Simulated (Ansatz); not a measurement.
# C₂H₇AlBFO: up Jacob's ladder to CCSD(T)

One table from this session's results is given with a row withheld; the runs are named, their logs left out.

Computed with Ansatz 0.2.0, Gaussian basis. Level: functionals in def2-TZVPP, the program's frozen cores in correlated methods.

Levels to be run: PBE-D4, r2SCAN-D4, PBE0-D4, B3LYP-D4, ωB97X-V, ωB97M-V, B2PLYP; CCSD(T)/def2-TZVPP; MP2/def2-QZVPP; extrapolation to the limit.

**The geometry**

All runs share one geometry, relaxed beforehand with PBE0-D4 in a triple-zeta def2 set.

SMILES `[BH2][Al]([CH2]F)[O]C`, 13 atoms, charge 0, spin multiplicity 1.

Atoms are counted from 1 here; the program's logs count them from 0.

Bond lengths: B1–Al2 2.124 Å, B1–H7 1.199 Å, B1–H8 1.200 Å, Al2–C3 1.992 Å, Al2–O5 1.684 Å, C3–F4 1.403 Å, C3–H9 1.098 Å, C3–H10 1.098 Å, O5–C6 1.399 Å, C6–H11 1.095 Å, C6–H12 1.095 Å, C6–H13 1.095 Å. Angles: Al2–B1–H7 122.8°, Al2–B1–H8 122.7°, H7–B1–H8 114.5°, B1–Al2–C3 124.0°, B1–Al2–O5 116.6°, C3–Al2–O5 119.5°, Al2–C3–F4 111.5°, Al2–C3–H9 112.3°, Al2–C3–H10 112.3°, F4–C3–H9 107.4°, F4–C3–H10 107.4°, H9–C3–H10 105.7°, Al2–O5–C6 138.7°, O5–C6–H11 110.0°, O5–C6–H12 109.9°, O5–C6–H13 112.3°, H11–C6–H12 107.7°, H11–C6–H13 108.4° and more.

Set-up of the first run:

in.yaml

```yaml
crystal:
  periodic: [false, false, false]
  atoms:
    - {symbol: B, position_ang: [0.089652, -2.594180, -0.849058]}
    - {symbol: Al, position_ang: [0.171159, -0.584202, -0.166381]}
    - {symbol: C, position_ang: [1.845893, 0.328462, 0.409751]}
    - {symbol: F, position_ang: [1.598386, 1.649327, 0.811947]}
    - {symbol: O, position_ang: [-1.287027, 0.256196, -0.122778]}
    - {symbol: C, position_ang: [-1.758582, 1.525811, 0.226165]}
    - {symbol: H, position_ang: [0.218483, -2.893888, -2.003265]}
    - {symbol: H, position_ang: [-0.080668, -3.523665, -0.110232]}
    - {symbol: H, position_ang: [2.331414, -0.184707, 1.250651]}
    - {symbol: H, position_ang: [2.596953, 0.364864, -0.390736]}
    - {symbol: H, position_ang: [-2.505142, 1.441171, 1.022896]}
    - {symbol: H, position_ang: [-2.243402, 1.994324, -0.636804]}
    - {symbol: H, position_ang: [-0.956718, 2.185689, 0.572646]}
basis:
  gaussian: {orbitals: def2-TZVPP}
hamiltonian: {xc: pbe, dispersion: d4}
output: {forces: true, orbitals: {seedname: orbitals}}
```

Command:

```bash
ansatz run in.yaml --threads 4 --pin off --events-out ev --progress --plain --max-ram 10444MiB
```

Steps of the session up to this table: PBE-D4 (GGA); r2SCAN-D4 (meta-GGA); PBE0-D4 (hybrid); B3LYP-D4 (hybrid); ωB97X-V (range-separated); ωB97M-V (range-separated); B2PLYP (double hybrid); CCSD(T) in def2-TZVPP; MP2 in def2-QZVPP.

One of the session's tables, all rows but one given; the rest of the session is left out.

It belongs to the step «Atomisation energies». 

```
            method  atomisation energy (kcal/mol)
            PBE-D4                         1131.5
         r2SCAN-D4                         1116.9
           PBE0-D4                         1111.5
          B3LYP-D4                         1113.1
           ωB97X-V                              ?
           ωB97M-V                         1115.5
            B2PLYP                         1101.9
     HF/def2-TZVPP                          822.5
    MP2/def2-TZVPP                         1103.5
   CCSD/def2-TZVPP                         1069.1
CCSD(T)/def2-TZVPP                         1083.7
           MP2/CBS                         1131.2
       CCSD(T)/CBS                         1111.4
```

Estimate the missing values for ωB97X-V.

The run gave: atomisation energy (kcal/mol): 1116.0. In the column «atomisation energy (kcal/mol)» it lies between ωB97M-V (1115.5) and r2SCAN-D4 (1116.9).

Limits of these values: Free atoms (1 B, 1 Al, 2 C, 1 F, 1 O, 7 H) were run apart at each level; the atomisation energy is their sum less the molecule, without zero-point or spin-orbit terms.
